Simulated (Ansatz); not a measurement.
# C2H10BNSi: a ladder of functionals and wavefunction methods

Aim: compute C2H10BNSi with functionals from several rungs and with coupled cluster. The yardstick is the atomisation energy at the CCSD(T) limit.

Program: Ansatz 0.2.0, Gaussian basis. Level of theory: functionals in def2-TZVPP, the program's frozen cores in correlated methods. These are calculated values, not measurements.

Plan: LDA (SPW92), PBE-D4, revPBE-D4, BLYP-D4, r2SCAN-D4, B97M-V, PBE0-D4, B3LYP-D4, r2SCANh-D4, r2SCAN0-D4, HSE06-D4, BHLYP-D4, CAM-B3LYP-D4, LC-ωPBE, ωB97X-V, ωB97M-V, B2PLYP, PBE-QIDH; CCSD(T)/def2-SVP; CCSD(T)/def2-TZVPP; MP2/def2-QZVPP; extrapolation to the limit; RPA on PBE.

### 1 The relaxed structure

All runs share one geometry, relaxed beforehand with PBE0-D4 in a triple-zeta def2 set.

SMILES `CB(C)N[SiH3]`, 15 atoms, charge 0, spin multiplicity 1.

Atoms are counted from 1 here; the program's logs count them from 0.

Bond lengths: C1–B2 1.576 Å, C1–H6 1.095 Å, C1–H7 1.093 Å, C1–H8 1.096 Å, B2–C3 1.578 Å, B2–N4 1.415 Å, C3–H9 1.094 Å, C3–H10 1.094 Å, C3–H11 1.097 Å, N4–Si5 1.739 Å, N4–H12 1.010 Å, Si5–H13 1.486 Å, Si5–H14 1.486 Å, Si5–H15 1.486 Å. Angles: B2–C1–H6 111.2°, B2–C1–H7 114.4°, B2–C1–H8 109.8°, H6–C1–H7 108.0°, H6–C1–H8 105.5°, H7–C1–H8 107.5°, C1–B2–C3 120.0°, C1–B2–N4 120.0°, C3–B2–N4 120.0°, B2–C3–H9 111.2°, B2–C3–H10 115.5°, B2–C3–H11 109.2°, H9–C3–H10 107.7°, H9–C3–H11 105.8°, H10–C3–H11 107.0°, B2–N4–Si5 127.6°, B2–N4–H12 116.6°, Si5–N4–H12 115.9° and more.

### 2 LDA

This LDA is Slater exchange with PW92 correlation.

The input, in.yaml:

```yaml
crystal:
  periodic: [false, false, false]
  atoms:
    - {symbol: C, position_ang: [-1.162983, -1.794116, -0.063741]}
    - {symbol: B, position_ang: [-0.318487, -0.476145, 0.118680]}
    - {symbol: C, position_ang: [-0.038526, 0.088478, 1.564906]}
    - {symbol: N, position_ang: [0.195079, 0.197363, -1.014517]}
    - {symbol: Si, position_ang: [1.135471, 1.660084, -1.043139]}
    - {symbol: H, position_ang: [-0.791759, -2.595252, 0.583692]}
    - {symbol: H, position_ang: [-1.190861, -2.173568, -1.088876]}
    - {symbol: H, position_ang: [-2.198278, -1.618009, 0.251084]}
    - {symbol: H, position_ang: [-0.945794, 0.076253, 2.176453]}
    - {symbol: H, position_ang: [0.374162, 1.100660, 1.602756]}
    - {symbol: H, position_ang: [0.674780, -0.568438, 2.077080]}
    - {symbol: H, position_ang: [0.002539, -0.220111, -1.913849]}
    - {symbol: H, position_ang: [1.447280, 1.951246, -2.466906]}
    - {symbol: H, position_ang: [0.388758, 2.808269, -0.466000]}
    - {symbol: H, position_ang: [2.407117, 1.512686, -0.288324]}
basis:
  gaussian: {orbitals: def2-TZVPP}
hamiltonian: {xc: lda}
output: {orbitals: {seedname: orbitals}}
```

Further steps of the session: PBE-D4 (GGA); revPBE-D4 (GGA); BLYP-D4 (GGA); r2SCAN-D4 (meta-GGA); B97M-V (meta-GGA); PBE0-D4 (hybrid); B3LYP-D4 (hybrid); r2SCANh-D4 (hybrid); r2SCAN0-D4 (hybrid); HSE06-D4 (hybrid); BHLYP-D4 (hybrid); CAM-B3LYP-D4 (range-separated); LC-ωPBE (range-separated); ωB97X-V (range-separated); ωB97M-V (range-separated); B2PLYP (double hybrid); PBE-QIDH (double hybrid); CCSD(T) in def2-SVP; CCSD(T) in def2-TZVPP; MP2 in def2-QZVPP; RPA on PBE orbitals.

**Question.** What will the summary of the whole plan be? Wanted: atomisation energy, CCSD(T)/CBS; farthest beyond LDA; mean size of error, GGA; mean size of error, meta-GGA; mean size of error, hybrid; mean size of error, range-separated; mean size of error, double hybrid; gap, smallest and largest; T1 diagnostic.

The runs gave:

| quantity | value |
| --- | --- |
| atomisation energy, CCSD(T)/CBS | 1330.4 kcal/mol |
| functionals within 6.7 kcal/mol (0.5 %) | BLYP-D4, r2SCAN-D4, PBE0-D4, r2SCANh-D4, HSE06-D4, LC-ωPBE, ωB97X-V, PBE-QIDH |
| farthest beyond LDA | BHLYP-D4 (-16.8 kcal/mol) |
| mean size of error, GGA | 9.2 kcal/mol |
| mean size of error, meta-GGA | 5.6 kcal/mol |
| mean size of error, hybrid | 6.4 kcal/mol |
| mean size of error, range-separated | 7.5 kcal/mol |
| mean size of error, double hybrid | 7.3 kcal/mol |
| gap, smallest and largest | 6.15 eV (LDA (SPW92)), 13.22 eV (LC-ωPBE) |
| T1 diagnostic | 0.0110 |
| triples share of the correlation energy | 3.6 % |

What this shows: The LDA atomisation energy is off by 162.5 kcal/mol (12 %): it overbinds. PBE-D4 is off by +14.6 kcal/mol. Double hybrids carry the basis error of their MP2 part in triple zeta, and no dispersion term here, so their miss is partly the set-up's. The rungs meta-GGA, hybrid miss on average by less than the doubt on the reference (6.7 kcal/mol), so they tie. The reference freezes the cores and leaves out relativity and excitations past (T), so misses under about 6.7 kcal/mol can't be ranked. Hartree-Fock recovers 76 % of the binding; the rest is correlation. CCSD(T) in def2-SVP is off by -64.2 kcal/mol, so the small basis spoils what the method gains. Orbital gaps span 6.2 to 13.2 eV; exact exchange widens them.
